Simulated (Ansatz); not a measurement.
# CH₄FIOSi: a ladder of functionals and wavefunction methods

The task here is to estimate one member of a computed series from the others.

The runs use Ansatz 0.2.0, Gaussian basis; functionals in def2-TZVPP, the program's frozen cores in correlated methods.

Plan: PBE-D4, r2SCAN-D4, PBE0-D4, B3LYP-D4, ωB97X-V, ωB97M-V, B2PLYP; CCSD(T)/def2-TZVPP; MP2/def2-QZVPP; extrapolation to the limit.

## The geometry

An earlier PBE0-D4 in a triple-zeta def2 set relaxation fixed the geometry. I takes the def2 core potential; no spin-orbit term is included.

SMILES `O[SiH](I)CF`, 9 atoms, charge 0, spin multiplicity 1.

Atoms are counted from 1 here; the program's logs count them from 0.

Bond lengths: O1–Si2 1.631 Å, O1–H6 0.959 Å, Si2–I3 2.451 Å, Si2–C4 1.886 Å, Si2–H7 1.475 Å, C4–F5 1.389 Å, C4–H8 1.096 Å, C4–H9 1.096 Å. Angles: Si2–O1–H6 119.1°, O1–Si2–I3 111.7°, O1–Si2–C4 113.7°, O1–Si2–H7 106.1°, I3–Si2–C4 103.6°, I3–Si2–H7 109.4°, C4–Si2–H7 112.4°, Si2–C4–F5 110.4°, Si2–C4–H8 111.2°, Si2–C4–H9 110.2°, F5–C4–H8 108.6°, F5–C4–H9 108.7°, H8–C4–H9 107.6°.

Set-up of the first run:

Contents of in.yaml:

```yaml
crystal:
  periodic: [false, false, false]
  atoms:
    - {symbol: O, position_ang: [-0.445286, 1.320491, 1.283172]}
    - {symbol: Si, position_ang: [0.524469, 0.497060, 0.261872]}
    - {symbol: I, position_ang: [2.049725, -0.996985, 1.465774]}
    - {symbol: C, position_ang: [-0.405557, -0.661974, -0.899628]}
    - {symbol: F, position_ang: [-1.312774, 0.051747, -1.672161]}
    - {symbol: H, position_ang: [-0.977579, 0.833873, 1.914773]}
    - {symbol: H, position_ang: [1.307941, 1.513137, -0.465556]}
    - {symbol: H, position_ang: [-0.950455, -1.430176, -0.339604]}
    - {symbol: H, position_ang: [0.298018, -1.173471, -1.565742]}
basis:
  gaussian: {orbitals: def2-TZVPP}
hamiltonian: {xc: pbe, dispersion: d4}
output: {forces: true, orbitals: {seedname: orbitals}}
```

The run is started by

```bash
$ ansatz run in.yaml --threads 4 --pin off --events-out ev --progress --plain --max-ram 10444MiB
```

Steps of the session up to this table: PBE-D4 (GGA); r2SCAN-D4 (meta-GGA); PBE0-D4 (hybrid); B3LYP-D4 (hybrid); ωB97X-V (range-separated); ωB97M-V (range-separated); B2PLYP (double hybrid); CCSD(T) in def2-TZVPP; MP2 in def2-QZVPP.

One of the session's tables, all rows but one given; the rest of the session is left out.

```
            method  atomisation energy (eV)
            PBE-D4                   33.356
         r2SCAN-D4                   32.851
           PBE0-D4                   32.634
          B3LYP-D4                   32.568
           ωB97X-V                   32.846
           ωB97M-V                   32.780
            B2PLYP                   32.296
     HF/def2-TZVPP                        ?
    MP2/def2-TZVPP                   32.745
   CCSD/def2-TZVPP                   31.312
CCSD(T)/def2-TZVPP                   31.862
           MP2/CBS                   33.838
       CCSD(T)/CBS                   32.955
```

Estimate the missing values for HF/def2-TZVPP.

The run gave: atomisation energy (eV): 23.358. In the column «atomisation energy (eV)» it is the lowest.

To keep in mind: Free atoms (1 O, 1 Si, 1 I, 1 C, 1 F, 4 H) were run apart at each level; the atomisation energy is their sum less the molecule, without zero-point or spin-orbit terms.
